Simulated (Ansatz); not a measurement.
# C₃H₇GaS: one species, many methods

The task here is to estimate one member of a computed series from the others.

The runs use Ansatz 0.2.0, Gaussian basis; functionals in def2-TZVPP, the program's frozen cores in correlated methods.

The runs, in order: PBE-D4, r2SCAN-D4, PBE0-D4, B3LYP-D4, ωB97X-V, ωB97M-V, B2PLYP; CCSD(T)/def2-TZVPP; MP2/def2-QZVPP; extrapolation to the limit.

## The relaxed structure

All runs share one geometry, relaxed beforehand with PBE0-D4 in a triple-zeta def2 set.

SMILES `C=C(S)[CH2][GaH2]`, 12 atoms, charge 0, spin multiplicity 1.

Atoms are counted from 1 here; the program's logs count them from 0.

Bond lengths: C1–C2 1.327 Å, C1–H6 1.084 Å, C1–H7 1.082 Å, C2–S3 1.798 Å, C2–C4 1.480 Å, S3–H8 1.343 Å, C4–Ga5 2.025 Å, C4–H9 1.095 Å, C4–H10 1.090 Å, Ga5–H11 1.570 Å, Ga5–H12 1.571 Å. Angles: C2–C1–H6 119.6°, C2–C1–H7 122.8°, H6–C1–H7 117.7°, C1–C2–S3 122.5°, C1–C2–C4 129.5°, S3–C2–C4 107.5°, C2–S3–H8 98.8°, C2–C4–Ga5 97.1°, C2–C4–H9 111.5°, C2–C4–H10 112.3°, Ga5–C4–H9 106.8°, Ga5–C4–H10 119.5°, H9–C4–H10 109.1°, C4–Ga5–H11 119.8°, C4–Ga5–H12 116.6°, H11–Ga5–H12 123.0°.

Set-up of the first run:

File in.yaml:

```yaml
crystal:
  periodic: [false, false, false]
  atoms:
    - {symbol: C, position_ang: [1.743089, 0.238435, 0.746568]}
    - {symbol: C, position_ang: [0.426634, 0.140653, 0.610080]}
    - {symbol: S, position_ang: [-0.481282, -1.349102, 1.045995]}
    - {symbol: C, position_ang: [-0.521332, 1.061703, -0.056791]}
    - {symbol: Ga, position_ang: [-1.403129, -0.310853, -1.256506]}
    - {symbol: H, position_ang: [2.250702, 1.134529, 0.408448]}
    - {symbol: H, position_ang: [2.347796, -0.550724, 1.174747]}
    - {symbol: H, position_ang: [0.470081, -2.256422, 0.771310]}
    - {symbol: H, position_ang: [-1.290195, 1.416594, 0.637201]}
    - {symbol: H, position_ang: [-0.019593, 1.920158, -0.502577]}
    - {symbol: H, position_ang: [-2.962957, -0.488492, -1.225613]}
    - {symbol: H, position_ang: [-0.482813, -1.011778, -2.318962]}
basis:
  gaussian: {orbitals: def2-TZVPP}
hamiltonian: {xc: pbe, dispersion: d4}
output: {forces: true, orbitals: {seedname: orbitals}}
```

Launch:

```
$ ansatz run in.yaml --threads 4 --pin off --events-out ev --progress --plain --max-ram 10444MiB
```

Steps of the session up to this table: PBE-D4 (GGA); r2SCAN-D4 (meta-GGA); PBE0-D4 (hybrid); B3LYP-D4 (hybrid); ωB97X-V (range-separated); ωB97M-V (range-separated); B2PLYP (double hybrid); CCSD(T) in def2-TZVPP; MP2 in def2-QZVPP.

One table of the session follows, with a row left open; its other results are not shown here.

```
            method  atomisation energy (kcal/mol)
            PBE-D4                              ?
         r2SCAN-D4                         1013.9
           PBE0-D4                         1013.8
          B3LYP-D4                         1004.1
           ωB97X-V                         1009.9
           ωB97M-V                         1009.5
            B2PLYP                          993.5
     HF/def2-TZVPP                          732.1
    MP2/def2-TZVPP                          998.8
   CCSD/def2-TZVPP                          969.2
CCSD(T)/def2-TZVPP                          986.0
           MP2/CBS                         1021.1
       CCSD(T)/CBS                         1008.2
```

**Question.** Estimate the row for PBE-D4.

As computed: atomisation energy (kcal/mol): 1028.4. In the column «atomisation energy (kcal/mol)» it is the highest.

Limits of these values: Free atoms (3 C, 1 S, 1 Ga, 7 H) were run apart at each level; the atomisation energy is their sum less the molecule, without zero-point or spin-orbit terms.
